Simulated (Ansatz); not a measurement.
# InSb: pressure up to the limit of the methods

An exercise on one series of results from a longer session: the logs are not shown, and one member is left open.

Program: Ansatz 0.2.0. Level of theory: DFT, r2SCAN, PAW with Ansatz's default frozen-core files, scalar-relativistic. These are calculated values, not measurements.

### The structure to begin with

The structure is cubic, space group F-43m (No. 216). The conventional cell has a = 6.214 Å, b = 6.214 Å, c = 6.214 Å, α = 90.00°, β = 90.00°, γ = 90.00°. In (site symmetry -43m) has 4 Sb at 2.69 Å in its first shell of neighbours. Sb (site symmetry -43m) has 4 In at 2.69 Å in its first shell of neighbours.

As a file:

```xyz
2
Lattice="0.0000 3.1072 3.1072 3.1072 0.0000 3.1072 3.1072 3.1072 0.0000" Properties=species:S:1:pos:R:3 pbc="T T T"
In    0.0000    0.0000    0.0000
Sb    1.5536    1.5536    1.5536
```

Whether this phase is the stable one at these pressures isn't tested.

Atoms are numbered in the order of the input: In1, Sb2.

Set-up of the first run:

input.yaml reads:

```yaml
crystal:
  lattice:
    - [0.0, 3.107232506, 3.107232506]
    - [3.107232506, 0.0, 3.107232506]
    - [3.107232506, 3.107232506, 0.0]
  atoms:
    - { symbol: In, position: [0.0, 0.0, 0.0] }
    - { symbol: Sb, position: [0.25, 0.25, 0.25] }
kpoints:
  mp_grid: { grid: [11, 11, 11] }
scf:
  occupations: { method: fermi_dirac, width: 0.1 }
hamiltonian:
  xc: r2scan
  pseudopotentials: { kind: paw }
output:
  forces: true
  stress: true
  write_density: true
  write_potential: true
  elf: true
  volumetric_format: npy
relax:
  f_tol: 0.005
  max_steps: 40
  cell: {}
```

On the command line:

```sh
> ansatz run input.yaml --threads 1 --pin off --max-ram 2048MiB --backend cpu --events-out ev --progress --plain --runs-dir out
```

Among the steps run: Cell relaxed at zero pressure, PAW; Volume scaled by 1, PAW; Volume scaled by 0.94, PAW; Volume scaled by 0.88, PAW; Volume scaled by 0.8, PAW; Volume scaled by 0.72, PAW; Volume scaled by 0.64, PAW; Volume scaled by 0.55, PAW; Volume scaled by 0.55, PAW (cutoff 250 eV).

One of the session's tables, all rows but one given; the rest of the session is left out.

```
             method  volume over the first  volume (Å³/atom)  pressure (GPa)
                PAW                      1            35.210            0.03
                PAW                   0.94            33.097            3.15
                PAW                   0.88            30.984            7.59
                PAW                    0.8            28.168           16.54
                PAW                   0.72            25.351           31.04
                PAW                   0.64            22.534           55.14
                PAW                   0.55            19.365          103.94
PAW (cutoff 250 eV)                   0.55                 ?               ?
```

**Question.** Estimate the row for PAW (cutoff 250 eV), 0.55.

As computed: volume (Å³/atom): 19.365; pressure (GPa): 105.21.

Caveats from the session: Warnings in the runs' records: cutoff below recommended.
